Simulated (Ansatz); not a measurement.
**SiH₃Br (singlet): the correlation ladder at distance Br1–H2 along a hydrogen transfer = 1.856 Å, cc-pVDZ**

Aim: climb from Hartree-Fock through coupled cluster and multireference methods for SiH₃Br (singlet) at one geometry and basis, and see what each rung misses.

Program: Ansatz 0.2.0, Gaussian basis. Level of theory: cc-pVDZ, core rule «outside noble gas», up to 19 orbitals frozen. These are calculated values, not measurements.

To be run: UHF; CCSD(T) on RHF; CCSD(T) on UHF; BCCD(T) on RHF; CISD; CCSDT(Q) on RHF; CCSDT(Q) on UHF; CASSCF and MRCISD+Q, 2 electrons in 2 orbitals; CASSCF and NEVPT2, 2 electrons in 2 orbitals; CASSCF and NEVPT2, 14 electrons in 11 orbitals.

6 further runs of the same task are left out: 6 that didn't finish.

**1. What is computed**

The geometry derives from fragments relaxed apart (PBE0/def2-TZVP) and kept rigid, so it is no stationary point. A hydrogen atom is moved between rigid fragments. No spin-orbit coupling is included. The filled d shell of Br may be among the frozen orbitals whatever the setting's name suggests; the logs give the count.

5 atoms, charge 0, spin multiplicity 1.

Atoms are counted from 1 here; the program's logs count them from 0.

Bond lengths: Si3–H4 1.526 Å, Si3–H5 1.526 Å. Angles: H4–Si3–H5 91.2°.

In the tables R marks a restricted determinant and U an unrestricted one; 'valence' is the active space of 14 electrons in 11 orbitals; 'pair' is the active space of 2 electrons in 2 orbitals; energies count from the table's Hartree-Fock row.

**2. UHF**

The input, in.yaml:

```yaml
crystal:
  periodic: [false, false, false]
  atoms:
    - {symbol: Br, position_ang: [-1.010077, 0.015876, 0.000000]}
    - {symbol: H, position_ang: [0.845923, 0.015876, 0.000000]}
    - {symbol: Si, position_ang: [2.611923, 0.015876, 0.000000]}
    - {symbol: H, position_ang: [3.224103, -0.858408, 1.090012]}
    - {symbol: H, position_ang: [3.224103, -0.858408, -1.090012]}
basis:
  gaussian: {orbitals: cc-pVDZ}
magnetization: {spin_polarized: true, initial_magnetization: 0}
hamiltonian: {xc: hf}
output: {orbitals: {seedname: orbitals}}
```

Run with:

```console
> ansatz run in.yaml --threads 1 --pin off --events-out ev --progress --plain --max-ram 2393MiB
```

Standard output:

```text
Functional definition: HF
  name "HF"
  cite "Fock, Z. Phys. 61, 126 (1930) doi:10.1007/BF01340294"
  parent pbe
  exchange = exact_x
  correlation = 0
631 factors; integrals over basis functions are off by at most 1.4e-3 eV
mean field evaluation 1: about -77903.0029 eV, gradient 1.2e1 eV
mean field evaluation 2: about -77903.0040 eV, gradient 1.2e1 eV
mean field evaluation 4: about -77904.5379 eV, gradient 1.2e0 eV
mean field evaluation 8: about -77904.5834 eV, gradient 4.6e-3 eV
mean field evaluation 16: about -77905.2770 eV, gradient 7.4e-2 eV
mean field evaluation 32: about -77905.2771 eV, gradient 1.7e-5 eV
mean field evaluation 64: about -77903.3868 eV, gradient 2.1e0 eV
mean field evaluation 96: about -77904.0176 eV, gradient 3.2e-1 eV
mean field evaluation 128: about -77903.9858 eV, gradient 7.3e-1 eV
mean field -77905.27712644 eV, -2862.9661283033 hartree, gradient 1.3e-5 eV, S^2 0.841551; 6 other end points of the search recorded, 0 dependent functions left out
reference -77905.27712644 eV, -2862.9661283033 hartree; 26, 26 occupied and 34, 34 virtual orbitals, 631 factors
Total energy: -77905.27712644 eV, -2862.9661283033 hartree
```

Wall time 4.1 s (1 thread of AMD EPYC 7R43, shared host).

From the report: ⟨S²⟩ of the determinant 0.842 (pure singlet: 0.00). The determinant is far from a pure spin state, so its energy mixes those of several spin states (harmless only where they are near-degenerate, as at dissociation).

The unrestricted solution breaks the spin symmetry, so the restricted determinant is unstable here.

**3. CCSD(T) on RHF**

Edit in.yaml of step 2 so:

```diff
@@ -10,4 +10,3 @@
   gaussian: {orbitals: cc-pVDZ}
-magnetization: {spin_polarized: true, initial_magnetization: 0}
-hamiltonian: {xc: hf}
-output: {orbitals: {seedname: orbitals}}
+magnetization: {spin_polarized: false}
+correlation: {method: ccsd_t, electrons: outside_noble_gas}
```

Same command.

Standard output, shortened:

```text
Functional definition: HF
  name "HF"
  cite "Fock, Z. Phys. 61, 126 (1930) doi:10.1007/BF01340294"
  parent pbe
[...]
631 factors; integrals over basis functions are off by at most 1.4e-3 eV
[...]
mean field -77904.58343255 eV, -2862.9406355231 hartree, gradient 2.7e-6 eV, S^2 0.000000; 0 other end points of the search recorded, 0 dependent functions left out; unrestricted orbitals would lower it
19 core orbitals not correlated: weight in the atoms' cores, before any rotation towards them, 1.000 or more for the frozen orbitals, at most 0.000 for the correlated occupied ones
reference -77904.58343255 eV, -2862.9406355231 hartree; 7, 7 occupied and 34, 34 virtual orbitals, 631 factors
second order -6.34324253 eV of doubles, -0.00000000 eV of singles
cycle   1  -7.06855008 eV  change   -7.3e-1 eV  update   9.1e-2
[...]
cycle  14  -7.46285836 eV  change   -8.8e-6 eV  update   1.1e-5
perturbative correction -0.26122922 eV, -0.0095999969 hartree
Total energy: -77912.30752013 eV, -2863.2244905061 hartree
```

Wall time 2 s (1 thread of AMD EPYC 7R43, shared host).

From the report: correlation -7.7241 eV; T1 0.025; largest double amplitude 0.21.

**4. CCSD(T) on UHF**

Edit in.yaml of step 3 so:

```diff
@@ -10,3 +10,3 @@
   gaussian: {orbitals: cc-pVDZ}
-magnetization: {spin_polarized: false}
+magnetization: {spin_polarized: true, initial_magnetization: 0}
 correlation: {method: ccsd_t, electrons: outside_noble_gas}
```

The command is unchanged.

Standard output, shortened:

```text
Functional definition: HF
  name "HF"
  cite "Fock, Z. Phys. 61, 126 (1930) doi:10.1007/BF01340294"
  parent pbe
[...]
631 factors; integrals over basis functions are off by at most 1.4e-3 eV
[...]
mean field -77905.27712644 eV, -2862.9661283033 hartree, gradient 2.4e-6 eV, S^2 0.841551; 14 other end points of the search recorded, 0 dependent functions left out
determinant -77905.27712644 eV, -2862.9661283033 hartree, with singles and doubles -77911.97873249 eV, -2863.2124077832 hartree
determinant -77904.00155193 eV, -2862.9192518048 hartree, with singles and doubles -77910.53323911 eV, -2863.1592868812 hartree
determinant -77903.99493720 eV, -2862.9190087177 hartree, with singles and doubles -77910.51953596 eV, -2863.1587832996 hartree
determinant -77903.22365274 eV, -2862.8906645368 hartree, with singles and doubles -77910.75332326 eV, -2863.1673748244 hartree
determinant -77904.58343255 eV, -2862.9406355231 hartree, with singles and doubles -77912.04519874 eV, -2863.2148503726 hartree
19 core orbitals not correlated: weight in the atoms' cores, before any rotation towards them, 1.000 or more for the frozen orbitals, at most 0.000 for the correlated occupied ones
reference -77905.27712644 eV, -2862.9661283033 hartree; 7, 7 occupied and 34, 34 virtual orbitals, 631 factors
second order -5.52557383 eV of doubles, -0.00000000 eV of singles
cycle   1  -6.70413108 eV  change   -2.5e-3 eV  update   8.4e-3
[...]
cycle  12  -6.73777677 eV  change   -4.6e-7 eV  update   1.3e-5
perturbative correction -0.18268016 eV, -0.0067133722 hartree
Total energy: -77912.19758337 eV, -2863.2204504047 hartree
```

It took 17 s on 1 thread of AMD EPYC 7R43, shared host.

From the report: ⟨S²⟩ of the determinant 0.842 (pure singlet: 0.00); correlation -6.9205 eV; T1 0.047; largest double amplitude 0.12. The determinant is far from a pure spin state, so its energy mixes those of several spin states (harmless only where they are near-degenerate, as at dissociation).

**5. BCCD(T) on RHF**

Edit in.yaml of step 4 so:

```diff
@@ -10,3 +10,3 @@
   gaussian: {orbitals: cc-pVDZ}
-magnetization: {spin_polarized: true, initial_magnetization: 0}
-correlation: {method: ccsd_t, electrons: outside_noble_gas}
+magnetization: {spin_polarized: false}
+correlation: {method: bccd_t, electrons: outside_noble_gas}
```

Same command.

Standard output, shortened:

```text
Functional definition: HF
  name "HF"
  cite "Fock, Z. Phys. 61, 126 (1930) doi:10.1007/BF01340294"
  parent pbe
[...]
631 factors; integrals over basis functions are off by at most 1.4e-3 eV
[...]
mean field -77904.58343255 eV, -2862.9406355231 hartree, gradient 2.7e-6 eV, S^2 0.000000; 0 other end points of the search recorded, 0 dependent functions left out; unrestricted orbitals would lower it
19 core orbitals not correlated: weight in the atoms' cores, before any rotation towards them, 1.000 or more for the frozen orbitals, at most 0.000 for the correlated occupied ones
reference -77904.58343255 eV, -2862.9406355231 hartree; 7, 7 occupied and 34, 34 virtual orbitals, 631 factors
second order -6.34324253 eV of doubles, -0.00000000 eV of singles
cycle   1  -7.08468062 eV  change   -7.4e-1 eV  update   9.1e-2
[...]
cycle  14  -7.45260608 eV  change   -6.2e-6 eV  update   4.2e-6
perturbative correction -0.26690025 eV, -0.0098084033 hartree
Total energy: -77912.30293888 eV, -2863.2243221482 hartree
```

It took 1.6 s on 1 thread of AMD EPYC 7R43, shared host.

From the report: correlation -7.7195 eV; largest double amplitude 0.21.

**6. CISD**

Edit in.yaml of step 5 so:

```diff
@@ -10,3 +10,2 @@
   gaussian: {orbitals: cc-pVDZ}
-magnetization: {spin_polarized: false}
-correlation: {method: bccd_t, electrons: outside_noble_gas}
+correlation: {active_space: {ras: {orbitals: [7, 0, 34], electrons: 14, max_holes: 2, max_particles: 2}, fixed_orbitals: true}}
```

Launched as before.

Standard output:

```text
Functional definition: HF
  name "HF"
  cite "Fock, Z. Phys. 61, 126 (1930) doi:10.1007/BF01340294"
  parent pbe
  exchange = exact_x
  correlation = 0
631 factors; integrals over basis functions are off by at most 1.4e-3 eV
mean field evaluation 1: about -77903.0029 eV, gradient 1.7e1 eV
mean field evaluation 2: about -77903.0040 eV, gradient 1.7e1 eV
mean field evaluation 4: about -77904.5379 eV, gradient 1.7e0 eV
mean field evaluation 8: about -77904.5831 eV, gradient 1.2e-1 eV
mean field -77904.58343255 eV, -2862.9406355231 hartree, gradient 2.7e-6 eV, S^2 0.000000; 0 other end points of the search recorded, 0 dependent functions left out
reference -77904.58343255 eV, -2862.9406355231 hartree; 26, 26 occupied and 34, 34 virtual orbitals, 631 factors
state -77911.23765877 eV, -2863.1851738261 hartree
Total energy: -77911.23765877 eV, -2863.1851738261 hartree
```

Run time: 1.6 s. Hardware: 1 thread of AMD EPYC 7R43, shared host.

From the report: 40,855 determinants.

**7. CCSDT(Q) on RHF**

Edit in.yaml of step 6 so:

```diff
@@ -10,2 +10,3 @@
   gaussian: {orbitals: cc-pVDZ}
-correlation: {active_space: {ras: {orbitals: [7, 0, 34], electrons: 14, max_holes: 2, max_particles: 2}, fixed_orbitals: true}}
+magnetization: {spin_polarized: false}
+correlation: {method: ccsdt_q, electrons: outside_noble_gas}
```

The command is unchanged.

Standard output, shortened:

```text
Functional definition: HF
  name "HF"
  cite "Fock, Z. Phys. 61, 126 (1930) doi:10.1007/BF01340294"
  parent pbe
[...]
1141 factors; integrals over basis functions are off by at most 1.9e-7 eV
[...]
mean field -77904.58347400 eV, -2862.9406370462 hartree, gradient 2.9e-6 eV, S^2 0.000000; 0 other end points of the search recorded, 0 dependent functions left out; unrestricted orbitals would lower it
19 core orbitals not correlated: weight in the atoms' cores, before any rotation towards them, 1.000 or more for the frozen orbitals, at most 0.000 for the correlated occupied ones
reference -77904.58347400 eV, -2862.9406370462 hartree; 7, 7 occupied and 34, 34 virtual orbitals, 1141 factors
second order -6.34329351 eV of doubles, -0.00000000 eV of singles
cycle   1  -7.06855729 eV  change   -7.3e-1 eV  update   1.0e-1
[...]
cycle  22  -7.77126424 eV  change   -1.6e-6 eV  update   6.8e-7
perturbative correction -0.02627958 eV, -0.0009657569 hartree
Total energy: -77912.38101783 eV, -2863.2271914965 hartree
```

Wall time 15 s (1 thread of AMD EPYC 7R43, shared host); peak memory 0.3 GiB.

From the report: correlation -7.7975 eV; T1 0.031; largest double amplitude 0.29.

**8. CCSDT(Q) on UHF**

Edit in.yaml of step 7 so:

```diff
@@ -10,3 +10,3 @@
   gaussian: {orbitals: cc-pVDZ}
-magnetization: {spin_polarized: false}
+magnetization: {spin_polarized: true, initial_magnetization: 0}
 correlation: {method: ccsdt_q, electrons: outside_noble_gas}
```

The command is unchanged.

Standard output, shortened:

```text
Functional definition: HF
  name "HF"
  cite "Fock, Z. Phys. 61, 126 (1930) doi:10.1007/BF01340294"
  parent pbe
[...]
1141 factors; integrals over basis functions are off by at most 1.9e-7 eV
[...]
mean field -77905.27718105 eV, -2862.9661303100 hartree, gradient 2.7e-6 eV, S^2 0.841554; 14 other end points of the search recorded, 0 dependent functions left out
determinant -77905.27718105 eV, -2862.9661303100 hartree, with singles and doubles -77911.97877905 eV, -2863.2124094942 hartree
determinant -77904.00160063 eV, -2862.9192535945 hartree, with singles and doubles -77910.53328073 eV, -2863.1592884107 hartree
determinant -77903.99498695 eV, -2862.9190105461 hartree, with singles and doubles -77910.51957824 eV, -2863.1587848533 hartree
determinant -77903.22370661 eV, -2862.8906665164 hartree, with singles and doubles -77910.75337300 eV, -2863.1673766525 hartree
determinant -77904.58347400 eV, -2862.9406370462 hartree, with singles and doubles -77912.04524620 eV, -2863.2148521167 hartree
19 core orbitals not correlated: weight in the atoms' cores, before any rotation towards them, 1.000 or more for the frozen orbitals, at most 0.000 for the correlated occupied ones
reference -77905.27718105 eV, -2862.9661303100 hartree; 7, 7 occupied and 34, 34 virtual orbitals, 1141 factors
second order -5.52560535 eV of doubles, -0.00000000 eV of singles
cycle   1  -6.31105996 eV  change   -7.9e-1 eV  update   8.2e-2
[...]
cycle  37  -7.06021278 eV  change    1.4e-7 eV  update   2.9e-7
perturbative correction -0.03781449 eV, -0.0013896569 hartree
Total energy: -77912.37520831 eV, -2863.2269780009 hartree
```

Wall time 74 s (1 thread of AMD EPYC 7R43, shared host); peak memory 0.65 GiB.

From the report: ⟨S²⟩ of the determinant 0.842 (pure singlet: 0.00); correlation -7.0980 eV; T1 0.092; largest double amplitude 0.35. The determinant is far from a pure spin state, so its energy mixes those of several spin states (harmless only where they are near-degenerate, as at dissociation).

**9. CASSCF and MRCISD+Q, 2 electrons in 2 orbitals**

Edit in.yaml of step 8 so:

```diff
@@ -10,3 +10,2 @@
   gaussian: {orbitals: cc-pVDZ}
-magnetization: {spin_polarized: true, initial_magnetization: 0}
-correlation: {method: ccsdt_q, electrons: outside_noble_gas}
+correlation: {method: fic_mrcisd_q, electrons: outside_noble_gas, active_space: {window: {electrons: 2, orbitals: 2}}}
```

Launched as before.

Standard output, shortened:

```text
Functional definition: HF
  name "HF"
  cite "Fock, Z. Phys. 61, 126 (1930) doi:10.1007/BF01340294"
  parent pbe
[...]
631 factors; integrals over basis functions are off by at most 1.4e-3 eV
[...]
mean field -77904.58343255 eV, -2862.9406355231 hartree, gradient 2.7e-6 eV, S^2 0.000000; 0 other end points of the search recorded, 0 dependent functions left out; unrestricted orbitals would lower it
reference -77904.58343255 eV, -2862.9406355231 hartree; 26, 26 occupied and 34, 34 virtual orbitals, 631 factors
state -77905.44720883 eV, -2862.9723787159 hartree
contracted CI cycle   1: correlation 0.00000000 eV, 0.0000000000 hartree, residual 1.94e1 eV
contracted CI cycle   2: correlation -6.00602711 eV, -0.2207174253 hartree, residual 2.67e0 eV
contracted CI cycle   3: correlation -6.14701080 eV, -0.2258984804 hartree, residual 6.43e-1 eV
contracted CI cycle   4: correlation -6.15531898 eV, -0.2262038003 hartree, residual 1.75e-1 eV
contracted CI cycle   5: correlation -6.15599764 eV, -0.2262287406 hartree, residual 5.74e-2 eV
contracted CI cycle   6: correlation -6.15607132 eV, -0.2262314483 hartree, residual 1.88e-2 eV
contracted CI cycle   7: correlation -6.15607887 eV, -0.2262317259 hartree, residual 6.37e-3 eV
contracted CI cycle   8: correlation -6.15607988 eV, -0.2262317628 hartree, residual 2.49e-3 eV
contracted CI cycle   9: correlation -6.15608004 eV, -0.2262317689 hartree, residual 1.01e-3 eV
state -77905.44720883 eV, -2862.9723787159 hartree; corrected -77912.31410452 eV, -2863.2247324777 hartree
Total energy: -77912.31410452 eV, -2863.2247324777 hartree
```

Wall time 2.2 s (1 thread of AMD EPYC 7R43, shared host).

From the report: 4 determinants; active occupations 1.75, 0.25.

**10. CASSCF and NEVPT2, 2 electrons in 2 orbitals**

Edit in.yaml of step 9 so:

```diff
@@ -10,2 +10,2 @@
   gaussian: {orbitals: cc-pVDZ}
-correlation: {method: fic_mrcisd_q, electrons: outside_noble_gas, active_space: {window: {electrons: 2, orbitals: 2}}}
+correlation: {method: sc_nevpt2, electrons: outside_noble_gas, active_space: {window: {electrons: 2, orbitals: 2}}}
```

Launched as before.

Standard output:

```text
Functional definition: HF
  name "HF"
  cite "Fock, Z. Phys. 61, 126 (1930) doi:10.1007/BF01340294"
  parent pbe
  exchange = exact_x
  correlation = 0
631 factors; integrals over basis functions are off by at most 1.4e-3 eV
mean field evaluation 1: about -77903.0029 eV, gradient 1.7e1 eV
mean field evaluation 2: about -77903.0040 eV, gradient 1.7e1 eV
mean field evaluation 4: about -77904.5379 eV, gradient 1.7e0 eV
mean field evaluation 8: about -77904.5831 eV, gradient 1.2e-1 eV
mean field -77904.58343255 eV, -2862.9406355231 hartree, gradient 2.7e-6 eV, S^2 0.000000; 0 other end points of the search recorded, 0 dependent functions left out; unrestricted orbitals would lower it
reference -77904.58343255 eV, -2862.9406355231 hartree; 26, 26 occupied and 34, 34 virtual orbitals, 631 factors
state -77905.44720883 eV, -2862.9723787159 hartree
state -77905.44720883 eV, -2862.9723787159 hartree; corrected -77911.23668314 eV, -2863.1851379725 hartree
Total energy: -77911.23668314 eV, -2863.1851379725 hartree
```

Wall time 1.8 s (1 thread of AMD EPYC 7R43, shared host).

From the report: 4 determinants; active occupations 1.75, 0.25.

**11. CASSCF and NEVPT2, 14 electrons in 11 orbitals**

Edit in.yaml of step 10 so:

```diff
@@ -10,2 +10,2 @@
   gaussian: {orbitals: cc-pVDZ}
-correlation: {method: sc_nevpt2, electrons: outside_noble_gas, active_space: {window: {electrons: 2, orbitals: 2}}}
+correlation: {method: sc_nevpt2, electrons: outside_noble_gas, active_space: {window: {electrons: 14, orbitals: 11}, shells: [{species: Br, l: s, shell: 4}, {species: Br, l: p, shell: 4}, {species: H, l: s, shell: 1}, {species: Si, l: s, shell: 3}, {species: Si, l: p, shell: 3}]}}
```

The command is unchanged.

Standard output:

```text
Functional definition: HF
  name "HF"
  cite "Fock, Z. Phys. 61, 126 (1930) doi:10.1007/BF01340294"
  parent pbe
  exchange = exact_x
  correlation = 0
1141 factors; integrals over basis functions are off by at most 1.9e-7 eV
mean field evaluation 1: about -77903.0025 eV, gradient 1.7e1 eV
mean field evaluation 2: about -77903.0040 eV, gradient 1.7e1 eV
mean field evaluation 4: about -77904.5378 eV, gradient 1.7e0 eV
mean field evaluation 8: about -77904.5832 eV, gradient 1.2e-1 eV
mean field -77904.58347400 eV, -2862.9406370462 hartree, gradient 2.9e-6 eV, S^2 0.000000; 0 other end points of the search recorded, 0 dependent functions left out; unrestricted orbitals would lower it
reference -77904.58347400 eV, -2862.9406370462 hartree; 26, 26 occupied and 34, 34 virtual orbitals, 1141 factors
state -77906.91214197 eV, -2863.0262140159 hartree
state -77906.91214197 eV, -2863.0262140159 hartree; corrected -77910.98714455 eV, -2863.1759675984 hartree
Total energy: -77910.98714455 eV, -2863.1759675984 hartree
Checks for a lower state left out: starts, orbital_swaps
```

It took 9 s on 1 thread of AMD EPYC 7R43, shared host.

From the report: 54,692 determinants; active occupations 2.00, 2.00, 2.00, 1.98, 1.97, 1.97, 1.76, 0.25, 0.03, 0.03, 0.02.

**12. How many determinants matter**

Natural occupations of the CASSCF valence state about the gap (report; correlated orbitals 3 to 11): 1.999, 1.983, 1.972, 1.966, 1.758, 0.246, 0.031, 0.026, 0.021. The count of effectively unpaired electrons, Σ n²(2 − n)², is 0.38; a single determinant of this spin has 0.

**13. The ladder**

The yardstick is RCCSDT(Q), where the cluster series has nearly closed. Rows without a time come out of other runs: HF, MP2 and CCSD of CCSD(T), CCSDT of CCSDT(Q), CASSCF and MRCISD of the multireference runs.

Differences are taken before rounding.

| method | energy from the lowest RHF (kcal/mol) | from RCCSDT(Q) (kcal/mol) | time |
| --- | --- | --- | --- |
| RHF | 0.00 | +179.82 |  |
| UHF | -16.00 | +163.82 |  |
| RMP2 | -146.28 | +33.54 |  |
| UMP2 | -143.42 | +36.40 |  |
| CISD | -153.45 | +26.37 | 1.6 s |
| RCCSD | -172.10 | +7.72 |  |
| UCCSD | -171.37 | +8.44 |  |
| RCCSD(T) | -178.12 | +1.69 | 2 s |
| UCCSD(T) | -175.59 | +4.23 | 17 s |
| BCCD(T) | -178.02 | +1.80 | 1.6 s |
| RCCSDT | -179.21 | +0.61 |  |
| UCCSDT | -178.81 | +1.01 |  |
| RCCSDT(Q) | -179.82 | 0 | 15 s |
| UCCSDT(Q) | -179.68 | +0.13 | 74 s |
| CASSCF pair | -19.92 | +159.90 |  |
| NEVPT2 pair | -153.43 | +26.39 | 1.8 s |
| MRCISD pair | -161.88 | +17.93 |  |
| MRCISD+Q pair | -178.27 | +1.54 | 2.2 s |
| CASSCF valence | -53.70 | +126.12 |  |
| NEVPT2 valence | -147.67 | +32.14 | 9 s |

Among the levels timed on like hardware and quicker than the yardstick, those that no quicker one beats, quickest first: BCCD(T) (1.6 s, +1.80 kcal/mol); RCCSD(T) (2 s, +1.69 kcal/mol); MRCISD+Q pair (2.2 s, +1.54 kcal/mol).

**14. Outcome**

| quantity | value |
| --- | --- |
| RCCSDT(Q) below the RHF energy | -7.7976 eV |
| RMP2 from RCCSDT(Q) | +33.54 kcal/mol |
| UMP2 from RCCSDT(Q) | +36.40 kcal/mol |
| RCCSD from RCCSDT(Q) | +7.72 kcal/mol |
| RCCSD(T) from RCCSDT(Q) | +1.69 kcal/mol |
| UCCSD(T) from RCCSDT(Q) | +4.23 kcal/mol |
| UCCSDT(Q) from RCCSDT(Q) | +0.13 kcal/mol |
| NEVPT2 pair from RCCSDT(Q) | +26.39 kcal/mol |
| MRCISD+Q pair from RCCSDT(Q) | +1.54 kcal/mol |
| NEVPT2 valence from RCCSDT(Q) | +32.14 kcal/mol |
| levels within 1 kcal/mol (43 meV) | RCCSDT, UCCSDT(Q) |
| T1 diagnostic | 0.025 |
| effectively unpaired electrons | 0.38 |

RCCSD(T) misses by +1.69 kcal/mol, 0.9 % of the correlation energy. CCSD(T) misses by +1.69 kcal/mol on the restricted determinant and by +4.23 kcal/mol on the unrestricted one; the two need not hold the same state or core. The occupations show some static correlation. Of the multireference levels listed MRCISD+Q pair comes nearest in total energy (+1.54 kcal/mol), which doesn't show that its space is the better one. These misses are within one basis, not against nature.

For cost: MRCISD+Q pair gets within 1.54 kcal/mol in 2.2 s, where RCCSDT(Q) took 15 s; the quickest level in the cost chart, BCCD(T), takes 1.6 s and misses by 1.80 kcal/mol.
